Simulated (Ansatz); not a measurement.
Born–Oppenheimer molecular dynamics of a periodic cell of 16 atoms, Li (start crystal Li, start structure bcc, volume 1.05 times the crystal's). It starts from a structure without forces on its atoms.

Level of theory: DFT PBE, scalar-relativistic, plane waves, PAW (Ansatz 0.2.0). Settings: accuracy low, cutoff 420 eV, k mesh 3x3x3, fermi-dirac smearing 0.16 eV, no spin polarisation.

| Item | Value |
| --- | --- |
| ensemble | NVT, Langevin thermostat |
| time step | 1 fs |
| steps asked | 80 |
| set temperature | 1800 K |
| friction | 0.02 /fs |
| seed | 22920 |

First frame:

```xyz
16
Lattice="7.0944 0.0000 0.0000 0.0000 7.0944 0.0000 0.0000 0.0000 7.0944" Properties=species:S:1:pos:R:3
Li 0.000 0.000 0.000
Li 3.547 0.000 0.000
Li 0.000 3.547 0.000
Li 0.000 0.000 3.547
Li 1.774 1.774 1.774
Li 3.547 3.547 0.000
Li 3.547 0.000 3.547
Li 5.321 1.774 1.774
Li 0.000 3.547 3.547
Li 1.774 5.321 1.774
Li 1.774 1.774 5.321
Li 3.547 3.547 3.547
Li 5.321 5.321 1.774
Li 5.321 1.774 5.321
Li 1.774 5.321 5.321
Li 5.321 5.321 5.321
```

Question: What does the run give?

Answer: All steps were run.

```json
{
  "steps done": "80",
  "time covered": "80 fs",
  "mean temperature over the second half": "1842 K",
  "spread of the potential energy over the second half": "30.5 meV per atom",
  "mean potential energy of the second half above the start": "177.9 meV per atom"
}
```

A run of 0.08 ps of so small a system gives no equilibrium averages. Limits of this set-up: coarse k mesh, low accuracy level.

Question: What happens to the structure?

Answer: Mean squared displacements from the first frame to the last, about the centre of mass: Li 0.70 Å². Another seed would give other details.

Question: How do temperature and energy run in time?

Answer: 
| time (fs) | T (K) | potential energy less start (eV) |
| --- | --- | --- |
| 0.0 | 1688 | 0.000 |
| 4.0 | 1459 | 0.094 |
| 8.0 | 1476 | 0.317 |
| 12.0 | 1470 | 0.656 |
| 16.0 | 1073 | 1.033 |
| 20.0 | 1102 | 1.365 |
| 24.0 | 937 | 1.609 |
| 28.0 | 1084 | 1.753 |
| 32.0 | 1335 | 1.824 |
| 36.0 | 1389 | 1.868 |
| 40.0 | 1493 | 1.919 |
| 44.0 | 1725 | 2.090 |
| 48.0 | 1839 | 2.299 |
| 52.0 | 1899 | 2.598 |
| 56.0 | 1532 | 2.898 |
| 60.0 | 1718 | 3.101 |
| 64.0 | 1971 | 3.106 |
| 68.0 | 2163 | 3.047 |
| 72.0 | 2248 | 3.134 |
| 76.0 | 1955 | 3.412 |
| 80.0 | 1415 | 3.692 |

The run took 16 min on 1 thread of Arm Neoverse V1, with other jobs on the host, peak memory 0.62 GiB.
